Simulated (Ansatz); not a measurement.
## AlH4ISi, SMILES [AlH2][SiH2]I: a short molecular-dynamics run, step by step

Program: Ansatz 0.2.0 through its Python package.

Typed at the interpreter:
```pycon
>>> import ansatz as az
>>> from ase import Atoms
>>> import numpy as np
>>> BASIS_SET = "def2-SVP"
>>> XC = "pbe0"
>>> DISPERSION = "d4"
>>> N_STEPS = 30
>>> TEMPERATURE_K = 200
>>> atoms = Atoms(["Al", "Si", "I", "H", "H", "H", "H"], positions=[
...     (-0.9904, 0.3443, -0.826),
...     (0.8457, -0.128, 0.4807),
...     (0.2519, -1.9447, 2.027),
...     (-1.6182, -0.7236, -1.7692),
...     (-1.6633, 1.8504, -0.8138),
...     (1.254, 1.0818, 1.2416),
...     (1.9816, -0.5482, -0.3861),
... ])
>>> geometry = az.Crystal.molecule_from_ase(atoms)
>>> job = (
...     geometry.calculation()
...     .basis(gaussian=BASIS_SET)
...     .functional(XC, dispersion=DISPERSION)
...     .md("nve", timestep=0.25, steps=N_STEPS, temperature=TEMPERATURE_K, initial_velocities="maxwell_boltzmann", seed=33)
... )
>>> frames = []
>>> job.session().plan().execute(on_event=lambda e: frames.append(e["data"]) if e["event"] == "md_step" else None)
<ansatz.RunOutcome object at 0x...>
>>> print("t (fs)   E_pot (eV)      E_kin (eV)   T (K)   d(0-1) (A)")
t (fs)   E_pot (eV)      E_kin (eV)   T (K)   d(0-1) (A)
>>> for f in frames[::3]:
...     xyz = np.array(f["positions_ang"])
...     print(f"{f['time_fs']:6.2f} {f['lagrangian_ev']:14.5f} {f['e_kin_ev']:10.5f} {f['temperature_k']:8.1f} {np.linalg.norm(xyz[0] - xyz[1]):9.4f}")
...
  0.00   -22630.05217    0.12926    200.0    2.3026
  0.75   -22630.06578    0.14286    221.0    2.3073
  1.50   -22630.07610    0.15318    237.0    2.3126
  2.25   -22630.08323    0.16032    248.1    2.3184
  3.00   -22630.08825    0.16535    255.8    2.3248
  3.75   -22630.09226    0.16936    262.0    2.3316
  4.50   -22630.09582    0.17292    267.6    2.3389
  5.25   -22630.09909    0.17619    272.6    2.3466
  6.00   -22630.10233    0.17944    277.6    2.3547
  6.75   -22630.10635    0.18346    283.9    2.3632
  7.50   -22630.11224    0.18936    293.0    2.3720
>>> kept = np.array([f["conserved_ev"] for f in frames])
>>> print(f"conserved energy moves by at most {1000 * np.ptp(kept):.3f} meV")
conserved energy moves by at most 0.042 meV
```

What to keep in mind:
- Total energies depend on the basis set; only differences at equal settings carry meaning.
- The trajectory is only some femtoseconds long, so its temperature is not equilibrated; where the script doesn't relax first, it starts from a rough generated geometry.
- def2 sets replace the cores of elements past krypton by effective core potentials.
- The temperature counts the internal degrees of freedom alone.
- Finished in 69 s on 1 thread of Intel(R) Xeon(R) 6975P-C (Granite Rapids), on a shared host, peak memory 0.25 GiB.

(Lines on the test bed's own set-up are left out of the output.)
